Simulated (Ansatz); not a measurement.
# WAu (F-43m) in Ansatz: a series of runs

One crystal, WAu, is run at these levels: PBE; tasks: single point.

Everything below comes from runs of Ansatz 0.2.0. Logs are shortened: lines on timing, memory, paths and dates and some standing lists are left out, and cuts for length are marked.

**1. The crystal as given**

Symmetry: F-43m, No. 216, cubic system. Conventional cell: a = 5.496 Å, b = 5.496 Å, c = 5.496 Å, α = 90.00°, β = 90.00°, γ = 90.00°. Around W (site symmetry -43m) lie 4 Au at 2.38 Å. Au (site symmetry -43m) is surrounded by 4 W at 2.38 Å.

The cell was built by a generator and needn't be a form met in nature.

**2. Single point, PBE**

input.yaml

```yaml
crystal:
  lattice:
    - [0.0, 2.74797926, 2.74797926]
    - [2.74797926, 0.0, 2.74797926]
    - [2.74797926, 2.74797926, 0.0]
  atoms:
    - { symbol: W, position: [0.0, 0.0, 0.0] }
    - { symbol: Au, position: [0.75, 0.75, 0.75] }
hamiltonian:
  xc: pbe
  pseudopotentials: { kind: paw }
kpoints:
  mp_grid: { grid: [8, 8, 8] }
scf:
  occupations: { method: gaussian, width: 0.019 }
output:
  forces: true
  stress: true
  eigenvalues: true
```

Potentials or basis: Ansatz PAW.

The run is started by

```
> ansatz run input.yaml --threads 2 --pin off --max-ram 5632MiB --backend cpu --events-out ev --progress --plain --runs-dir out
```

The program printed:

```text
Warning: RAYON_NUM_THREADS=2 ignored (pool sized by the plan → 2); use --threads N
Engine: ansatz 0.2.0, aarch64-unknown-linux-gnu
Pseudopotentials: kind: paw
Pseudopotential: W, paw, valence charge 14, recommended cutoff 420 eV (normal), W.paw.azcp
Pseudopotential: Au, paw, valence charge 19, recommended cutoff 420 eV (normal), Au.paw.azcp
Functional definition: PBE
  parameter kappa = 0.804
  parameter beta = 0.06672455060314922
  exchange = pbe_x(kappa = kappa, mu = beta*pi^2/3)
  correlation = pbe_c(beta = beta)
Crystal: 2 atoms, lattice volume = 41.502 Å³
Basis set: ecut = 420 eV, 869 PW (Γ), exchange–correlation on 54×54×54 points (8 copies of the dense FFT grid, shifted against one another)
Bands: 21, of which v1, the nominal top of the filled ones, is band 17 counted from 1 (16 counted from 0)
Symmetry: 24 space group operations
Space group: F-43m (ITA 216), of the structure as read, at distance tolerance 3.5e-5 Å
k-points: 29 of 512 (time reversal used)
Non-local potential: W, projectors of the file, l = 0: 3, l = 1: 2, l = 2: 2, l = 3: 1
Non-local potential: Au, projectors of the file, l = 0: 3, l = 1: 2, l = 2: 2, l = 3: 1
PAW form: soft (Blöchl's): semilocal exchange-correlation on the pseudo side does not see the compensation charge
PAW one-centre angular grid: W, 590 points (default); XC on 64 Gauss nodes
PAW one-centre angular grid: Au, 590 points (default); XC on 64 Gauss nodes
Initial density: superposition of atomic densities (neutral atoms: chi_scale 0, normalization atom), corrected by the library's trained network
Initial wavefunctions: pseudopotential atomic-orbital guess
Functional: x = pbe(κ = 0.804, μ = 0.2195149727645171), c = pbe(β = 0.06672455060314922)
SCF iter   1: F=—  HF=-23529.645143 eV  |F-HF|=—  |Δ(HF+E_count)|=         —  Δρ=1.03e-2  dr2=6.55e-2  ethr=1.77e-3  ⟨swp⟩=6.2  Hψ=2738  notcnv=0
preconditioner: auto → none  [insulator: Δε(μ)=0.091 eV  Ē_g=8.031 eV  σ=0.019 eV  W_gap=0.58  n_scr=14 (ndim 8)  ℏωp=23.8 eV  f_vac=0.000  D(μ)=4.94/eV (n_scr^D=64)  ε∞_Penn≈9.8]
SCF iter   2: F=—  HF=-23529.633691 eV  |F-HF|=—  |Δ(HF+E_count)|=   1.15e-2  Δρ=3.76e-3  dr2=6.85e-3  ethr=1.98e-4  ⟨swp⟩=2.0  Hψ=959  notcnv=0  defer=12
SCF iter   3: F=—  HF=-23529.632646 eV  |F-HF|=—  |Δ(HF+E_count)|=   1.04e-3  Δρ=6.46e-4  dr2=7.92e-5  ethr=2.08e-5  ⟨swp⟩=2.0  Hψ=830  notcnv=0  defer=12
SCF iter   4: F=—  HF=-23529.632669 eV  |F-HF|=—  |Δ(HF+E_count)|=   2.26e-5  Δρ=5.33e-5  dr2=7.77e-7  ethr=2.40e-7  ⟨swp⟩=2.1  Hψ=867  notcnv=0  defer=12
iter 5 did not close the SCF: its close was put off for the readings that it lacked (scf_convergence_deferred on its scf_iter line)
SCF iter   5: F=-23529.632669 eV  HF=-23529.632669 eV  |F-HF|=2.68e-8  |Δ(HF+E_count)|=   3.54e-7  Δρ=1.79e-5  dr2=7.00e-8  ethr=2.36e-9  ⟨swp⟩=2.0  Hψ=1066  notcnv=0  defer=12
SCF iter   6: F=-23529.632669 eV  HF=-23529.632669 eV  |F-HF|=2.18e-10  |Δ(HF+E_count)|=   5.31e-9  Δρ=3.39e-6  dr2=2.82e-9  ethr=2.12e-10  ⟨swp⟩=3.9  Hψ=2272  notcnv=0
SCF 1 converged in 6 iterations: F = -23529.632669 eV  dr2 = 2.82e-9
SCF converged after 6 iterations
Free energy (F): -23529.632669 eV
Harris-Foulkes:  -23529.632669 eV  (|F-HF|=2.18e-10)
Internal energy: -23529.632074 eV  (E = F + TS)
E sigma→0 (E₀):  -23529.632372 eV
Entropy (-TS):   -0.000595 eV (-0.298 meV/atom)
Fermi energy:    16.394480 eV
--- Per-component energies (eV) ---
  E_band       = -487.038981
  E_kinetic    = 1059.500341
  E_local      = -3366.991725  (includes V_loc(G=0)·N_el)
  E_nonlocal   = 71.447900
  E_hartree    = 1374.356573
  E_xc         = -496.276151
  E_vxc        = -515.896036  (∫ρ·V_xc dr)
  E_paw        = -18267.285291  (= ΣΔE_a)
  E_vpaw       = -483.812713  (= ΣTr[D̂ρ^β])
  E_aug_tail   = 0.001295  (compensation charges beyond the density's cutoff)
  E_ewald      = -3904.385016
  E_smearing   = -0.000595  (= −TS)
  E_closure    = -0.000000  (closes the sum)
  Σ components = -23529.632669   (vs F -23529.632669, Δ=0.00e0)
--- Forces (eV/Å), atoms counted from 1 ---
  atom   1  W     -0.00000000     0.00000000     0.00000000
  atom   2  Au     0.00000000    -0.00000000     0.00000000
  max |Σ_I F_I| component: 1.76e-16 eV/Å
--- Stress (GPa, compression-positive) ---
       32.693548       0.000000      -0.000000
        0.000000      32.693548       0.000000
       -0.000000       0.000000      32.693548
  P = ⅓ Tr σ = 32.6935 GPa (326.935 kbar)
--- Band table (eV; the first three rows and the last of 29) ---
  k-point 0: bands = ["-91.1673", "-57.5214", "-42.5805", "-42.5805", "-42.5805", "-21.8685", "-21.8685", "-21.8685", "7.9374", "9.7500", "9.7500", "10.0956", "10.0956", "10.0956", "15.5757", "15.5757", "15.5757", "18.5615", "18.5615", "25.6486", "28.1833"]
  k-point 1: bands = ["-91.1673", "-57.5218", "-42.5808", "-42.5808", "-42.5796", "-21.8724", "-21.8675", "-21.8675", "8.2177", "9.6588", "9.6588", "10.0557", "10.2175", "10.2175", "15.2523", "15.6413", "15.6413", "18.4948", "18.4948", "25.8484", "26.3781"]
  k-point 2: bands = ["-91.1674", "-57.5227", "-42.5815", "-42.5815", "-42.5775", "-21.8817", "-21.8652", "-21.8652", "8.9098", "9.6143", "9.6143", "10.0386", "10.3114", "10.3114", "14.6188", "15.8375", "15.8375", "18.3629", "18.3629", "23.1468", "25.7600"]
  k-point 28: bands = ["-91.1674", "-57.5250", "-42.5863", "-42.5851", "-42.5675", "-21.8989", "-21.8678", "-21.8555", "9.1935", "9.2385", "9.8237", "10.4377", "10.5522", "12.1016", "14.6446", "15.1703", "17.6306", "18.5651", "18.9567", "19.1835", "19.5357"]
```

It took 1.1 s on 2 threads of Arm Neoverse V2, shared host; peak memory 0.31 GiB.

Results:

```yaml
Free_energy: -23529.6327 eV
Pressure: 32.7 GPa
Band_gap_on_the_k_mesh: none (metal or under the smearing width)
```

Caveat: a pressure of tens of GPa on the cell as given is suspect, and the run, the potentials or the cell itself is likely at fault.

**3. Single point, PBE**

input.yaml: that of step 2 with these lines changed.

```diff
@@ -14,3 +14,3 @@
 scf:
-  occupations: { method: gaussian, width: 0.019 }
+  occupations: { method: gaussian, width: 0.02 }
 output:
```

Potentials or basis: Ansatz PAW.

The run is started by

```
> ansatz run input.yaml --threads 2 --pin off --max-ram 5632MiB --backend cpu --events-out ev --progress --plain --runs-dir out
```

The program printed:

```text
Warning: RAYON_NUM_THREADS=2 ignored (pool sized by the plan → 2); use --threads N
[... 9 set-up lines as earlier in the session ...]
Crystal: 2 atoms, lattice volume = 41.502 Å³
Basis set: ecut = 420 eV, 869 PW (Γ), exchange–correlation on 54×54×54 points (8 copies of the dense FFT grid, shifted against one another)
Bands: 21, of which v1, the nominal top of the filled ones, is band 17 counted from 1 (16 counted from 0)
[... 2 set-up lines as earlier in the session ...]
k-points: 29 of 512 (time reversal used)
[... 8 set-up lines as earlier in the session ...]
SCF iter   1: F=—  HF=-23529.645190 eV  |F-HF|=—  |Δ(HF+E_count)|=         —  Δρ=1.03e-2  dr2=6.54e-2  ethr=1.77e-3  ⟨swp⟩=6.1  Hψ=2727  notcnv=0
preconditioner: auto → none  [insulator: Δε(μ)=0.091 eV  Ē_g=8.031 eV  σ=0.020 eV  W_gap=0.59  n_scr=14 (ndim 8)  ℏωp=23.8 eV  f_vac=0.000  D(μ)=4.71/eV (n_scr^D=58)  ε∞_Penn≈9.8]
SCF iter   2: F=—  HF=-23529.633717 eV  |F-HF|=—  |Δ(HF+E_count)|=   1.15e-2  Δρ=3.75e-3  dr2=6.82e-3  ethr=1.98e-4  ⟨swp⟩=2.0  Hψ=959  notcnv=0  defer=12
SCF iter   3: F=—  HF=-23529.632676 eV  |F-HF|=—  |Δ(HF+E_count)|=   1.04e-3  Δρ=6.45e-4  dr2=7.76e-5  ethr=2.07e-5  ⟨swp⟩=2.1  Hψ=836  notcnv=0  defer=12
SCF iter   4: F=—  HF=-23529.632701 eV  |F-HF|=—  |Δ(HF+E_count)|=   2.48e-5  Δρ=5.32e-5  dr2=7.97e-7  ethr=2.35e-7  ⟨swp⟩=2.1  Hψ=866  notcnv=0  defer=12
iter 5 did not close the SCF: its close was put off for the readings that it lacked (scf_convergence_deferred on its scf_iter line)
SCF iter   5: F=-23529.632701 eV  HF=-23529.632701 eV  |F-HF|=2.77e-8  |Δ(HF+E_count)|=   3.53e-7  Δρ=1.79e-5  dr2=7.07e-8  ethr=2.41e-9  ⟨swp⟩=2.0  Hψ=1066  notcnv=0  defer=12
SCF iter   6: F=-23529.632701 eV  HF=-23529.632701 eV  |F-HF|=4.00e-10  |Δ(HF+E_count)|=   5.22e-9  Δρ=3.41e-6  dr2=2.94e-9  ethr=2.14e-10  ⟨swp⟩=3.9  Hψ=2271  notcnv=0
SCF 1 converged in 6 iterations: F = -23529.632701 eV  dr2 = 2.94e-9
SCF converged after 6 iterations
Free energy (F): -23529.632701 eV
Harris-Foulkes:  -23529.632701 eV  (|F-HF|=4.00e-10)
Internal energy: -23529.632054 eV  (E = F + TS)
E sigma→0 (E₀):  -23529.632377 eV
Entropy (-TS):   -0.000648 eV (-0.324 meV/atom)
Fermi energy:    16.394646 eV
--- Per-component energies (eV) ---
  E_band       = -487.036239
  E_kinetic    = 1059.501624
  E_local      = -3366.995780  (includes V_loc(G=0)·N_el)
  E_nonlocal   = 71.448181
  E_hartree    = 1374.359496
  E_xc         = -496.276374
  E_vxc        = -515.896328  (∫ρ·V_xc dr)
  E_paw        = -18267.285479  (= ΣΔE_a)
  E_vpaw       = -483.813000  (= ΣTr[D̂ρ^β])
  E_aug_tail   = 0.001294  (compensation charges beyond the density's cutoff)
  E_ewald      = -3904.385016
  E_smearing   = -0.000648  (= −TS)
  E_closure    = 0.000000  (closes the sum)
  Σ components = -23529.632701   (vs F -23529.632701, Δ=0.00e0)
--- Forces (eV/Å), atoms counted from 1 ---
  atom   1  W     -0.00000000     0.00000000    -0.00000000
  atom   2  Au     0.00000000     0.00000000     0.00000000
  max |Σ_I F_I| component: 1.67e-16 eV/Å
--- Stress (GPa, compression-positive) ---
       32.693595       0.000000      -0.000000
        0.000000      32.693595       0.000000
       -0.000000       0.000000      32.693595
  P = ⅓ Tr σ = 32.6936 GPa (326.936 kbar)
--- Band table (eV; the first three rows and the last of 29) ---
  k-point 0: bands = ["-91.1673", "-57.5211", "-42.5805", "-42.5805", "-42.5805", "-21.8683", "-21.8683", "-21.8683", "7.9375", "9.7500", "9.7500", "10.0956", "10.0956", "10.0956", "15.5758", "15.5758", "15.5758", "18.5616", "18.5616", "25.6486", "28.1833"]
  k-point 1: bands = ["-91.1673", "-57.5215", "-42.5808", "-42.5808", "-42.5796", "-21.8722", "-21.8673", "-21.8673", "8.2177", "9.6588", "9.6588", "10.0557", "10.2176", "10.2176", "15.2524", "15.6414", "15.6414", "18.4949", "18.4949", "25.8485", "26.3781"]
  k-point 2: bands = ["-91.1674", "-57.5225", "-42.5815", "-42.5815", "-42.5775", "-21.8815", "-21.8649", "-21.8649", "8.9098", "9.6144", "9.6144", "10.0386", "10.3114", "10.3114", "14.6189", "15.8376", "15.8376", "18.3631", "18.3631", "23.1468", "25.7600"]
  k-point 28: bands = ["-91.1674", "-57.5248", "-42.5863", "-42.5851", "-42.5675", "-21.8987", "-21.8676", "-21.8553", "9.1936", "9.2385", "9.8237", "10.4377", "10.5523", "12.1017", "14.6447", "15.1704", "17.6307", "18.5652", "18.9568", "19.1836", "19.5358"]
```

It took 1.1 s on 2 threads of Arm Neoverse V2, shared host; peak memory 0.31 GiB.

Results:

* Free energy: -23529.6327 eV
* Pressure: 32.7 GPa
* Band gap on the k mesh: none (metal or under the smearing width)

Caveat: a pressure of tens of GPa on the cell as given is suspect, and the run, the potentials or the cell itself is likely at fault. Spin-orbit coupling is left out, which matters for the levels of Au, W.

**4. Single point, PBE**

input.yaml: that of step 3 with these lines changed.

```diff
@@ -14,3 +14,3 @@
 scf:
-  occupations: { method: gaussian, width: 0.02 }
+  occupations: { method: gaussian, width: 0.021 }
 output:
```

The run is started by

```
> ansatz run input.yaml --threads 2 --pin off --max-ram 5632MiB --backend cpu --events-out ev --progress --plain --runs-dir out
```

Wall time 1.1 s (2 threads of Arm Neoverse V2, shared host); peak memory 0.31 GiB.

The run converged. Its results:

| Quantity | Value |
| --- | --- |
| Free energy | -23529.6327 eV |
| Pressure | 32.7 GPa |
| Band gap on the k mesh | none (metal or under the smearing width) |

Levels at points of the mesh, in eV from the Fermi level:
```
             k point  band 14  band 15  band 16  band 17  band 18  band 19  band 20  band 21
  (0.00, 0.00, 0.00)    -6.30    -0.82    -0.82    -0.82     2.17     2.17     9.25    11.79
 (0.00, 0.00, -0.50)    -5.54    -2.17    -0.18    -0.18     1.86     1.86     2.66     8.88
(0.00, -0.50, -0.50)    -4.17    -3.16     0.42     1.51     2.03     2.03     3.72     3.77
```

Caveat: a pressure of tens of GPa on the cell as given is suspect, and the run, the potentials or the cell itself is likely at fault.

**5. Summary**

| smearing | gap on the mesh (eV) | pressure (GPa) |
| --- | --- | --- |
| gaussian 0.019 eV | none | 32.7 |
| gaussian 0.02 eV | none | 32.7 |
| gaussian 0.021 eV | none | 32.7 |

Alike in all rows: task single point; level PBE; potentials or basis Ansatz PAW; no spin polarisation; cell as given; k mesh 8 × 8 × 8; cutoff (eV) 420.

Every run on the cell as given and a fine mesh finds a metal.

Caveats: a pressure of tens of GPa on the cell as given is suspect, and the run, the potentials or the cell itself is likely at fault.

Total energies depend on the potentials used, so only differences within one code and one set of settings carry meaning.
